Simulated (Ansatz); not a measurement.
# Be5H3: the cost of one run

Program: Ansatz 0.2.0. Level of theory: DFT PBE, scalar-relativistic, plane waves, PAW. These are calculated values, not measurements.

1 further run of the same task is left out (it didn't finish).

## 1. The starting structure

Symmetry: P4/mmm, No. 123, tetragonal system. Conventional cell: a = 2.427 Å, b = 2.427 Å, c = 9.611 Å, α = 90.00°, β = 90.00°, γ = 90.00°. Be (site symmetry 4mm) is surrounded by 4 H at 2.08 Å and 10 Be at 2.10 to 2.44 Å. Around Be (site symmetry 4mm) lie 8 H at 2.09 to 2.10 Å and 6 Be at 2.38 to 2.43 Å. Around Be (site symmetry 4/mmm) lie 12 Be at 2.10 to 2.43 Å and 2 H at 2.40 Å. H (site symmetry 4mm) has 9 Be at 2.08 to 2.40 Å as nearest neighbours. H (site symmetry 4/mmm) is surrounded by 8 Be at 2.10 Å.

As a file:

```cif
data_structure
_symmetry_space_group_name_H-M 'P 1'
_symmetry_Int_Tables_number 1
_cell_length_a 2.4271
_cell_length_b 2.4271
_cell_length_c 9.6111
_cell_angle_alpha 90.000
_cell_angle_beta 90.000
_cell_angle_gamma 90.000
_cell_volume 56.62
loop_
_atom_site_label
_atom_site_type_symbol
_atom_site_fract_x
_atom_site_fract_y
_atom_site_fract_z
_atom_site_occupancy
Be1 Be 0.00000 0.00000 0.87323 1
Be2 Be 0.00000 0.00000 0.12677 1
Be3 Be 0.00000 0.00000 0.37484 1
Be4 Be 0.00000 0.00000 0.62516 1
Be5 Be 0.50000 0.50000 0.00000 1
H1 H 0.50000 0.50000 0.24994 1
H2 H 0.50000 0.50000 0.50000 1
H3 H 0.50000 0.50000 0.75006 1
```

Recipe of the guess: species swapped into a database cell of Zn5Pd3 (P4/mmm, No. 123), with Be on the Zn sites and H on the Pd sites. The dimensions are guesses.

## 2. A first look at the guess

File input.yaml:

```yaml
crystal:
  lattice:
    - [2.42713643, 0.0, 0.0]
    - [0.0, 2.42713643, 0.0]
    - [0.0, 0.0, 9.61109793]
  atoms:
    - { symbol: Be, position: [0.0, 0.0, 0.87322891] }
    - { symbol: Be, position: [0.0, 0.0, 0.12677109] }
    - { symbol: Be, position: [0.0, 0.0, 0.37483773] }
    - { symbol: Be, position: [0.0, 0.0, 0.62516227] }
    - { symbol: Be, position: [0.5, 0.5, 0.0] }
    - { symbol: H, position: [0.5, 0.5, 0.24993503] }
    - { symbol: H, position: [0.5, 0.5, 0.5] }
    - { symbol: H, position: [0.5, 0.5, 0.75006497] }
basis:
  ecutwfc: 420
kpoints:
  mp_grid: { grid: [8, 8, 2] }
hamiltonian:
  xc: pbe
scf:
  occupations: { method: gaussian, width: 0.1 }
  lower_state_search: "off"
output:
  forces: true
  stress: true
  eigenvalues: true
```

Started as:

```console
$ ansatz run input.yaml --threads 1 --pin off --max-ram 2048MiB --backend cpu --events-out ev --progress --plain --runs-dir out
```

What time and memory should one allow on 1 thread of Arm Neoverse V2, shared host?

About 1.6 s, with a peak of 0.29 GiB.
